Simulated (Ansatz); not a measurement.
**CHGaS (triplet): from Hartree-Fock to the top rungs, cc-pVDZ**

An exercise on one series of results from a longer session: the logs are not shown, and one member is left open.

Program: Ansatz 0.2.0, Gaussian basis. Level of theory: cc-pVDZ, core rule «outside noble gas», up to 20 orbitals frozen. These are calculated values, not measurements.

To be run: UHF; CCSD(T) on ROHF; CCSD(T) on UHF; BCCD(T) on ROHF; CISD; CCSDT(Q) on ROHF; CCSDT(Q) on UHF.

26 further runs of the same task are left out: 2 for a known fault of the program, 10 that didn't finish, 14 set aside as unsound or not needed.

## What is computed

The geometry is a PBE0/def2-TZVP stationary point (not a proven minimum). No spin-orbit coupling is included. The filled d shell of Ga may be among the frozen orbitals whatever the setting's name suggests; the logs give the count.

4 atoms, charge 0, spin multiplicity 3.

Atoms are counted from 1 here; the program's logs count them from 0.

Bond lengths: Ga1–C2 1.994 Å, C2–S3 1.684 Å, S3–H4 1.353 Å. Angles: Ga1–C2–S3 163.2°, C2–S3–H4 99.1°.

Set-up of the first run:

in.yaml

```yaml
crystal:
  periodic: [false, false, false]
  atoms:
    - {symbol: Ga, position_ang: [-0.000001, -0.315610, 2.430018]}
    - {symbol: C, position_ang: [-0.000043, -0.107891, 0.446447]}
    - {symbol: S, position_ang: [0.000000, -0.424142, -1.207132]}
    - {symbol: H, position_ang: [0.000043, 0.847643, -1.669333]}
basis:
  gaussian: {orbitals: cc-pVDZ}
magnetization: {spin_polarized: true, initial_magnetization: 2}
hamiltonian: {xc: hf}
output: {orbitals: {seedname: orbitals}}
```

The run is started by

```console
$ ansatz run in.yaml --threads 1 --pin off --events-out ev --progress --plain --max-ram 2393MiB
```

Steps of the session up to this table: UHF; CCSD(T) on ROHF; CCSD(T) on UHF; BCCD(T) on ROHF; CISD; CCSDT(Q) on ROHF; CCSDT(Q) on UHF.

One table of the session follows, with a row left open; its other results are not shown here.

| method | from UCCSDT(Q) (meV) |
| --- | --- |
| ROHF | +8875.4 |
| UHF | +8613.8 |
| RMP2 | +1477.9 |
| UMP2 | +1522.6 |
| RCCSD | +357.9 |
| UCCSD | +352.1 |
| RCCSD(T) | +66.4 |
| UCCSD(T) | +68.7 |
| BCCD(T) | ? |
| RCCSDT | +24.9 |
| UCCSDT | +23.8 |
| RCCSDT(Q) | +3.0 |
| UCCSDT(Q) | 0 |

**Question.** Estimate the row for BCCD(T).

The run gave: from UCCSDT(Q) (meV): +61.9. In the column «from UCCSDT(Q) (meV)» it lies between RCCSDT (+24.9) and RCCSD(T) (+66.4).

Not comparable, so not listed: CISD (they don't share determinant, frozen orbitals or solution with the rows shown, or repeat one).

Limits of these values: Restricted and unrestricted rows rest on different reference determinants; where their highest levels disagree by more than a few hundredths of an eV, they describe different states and don't form one ladder.
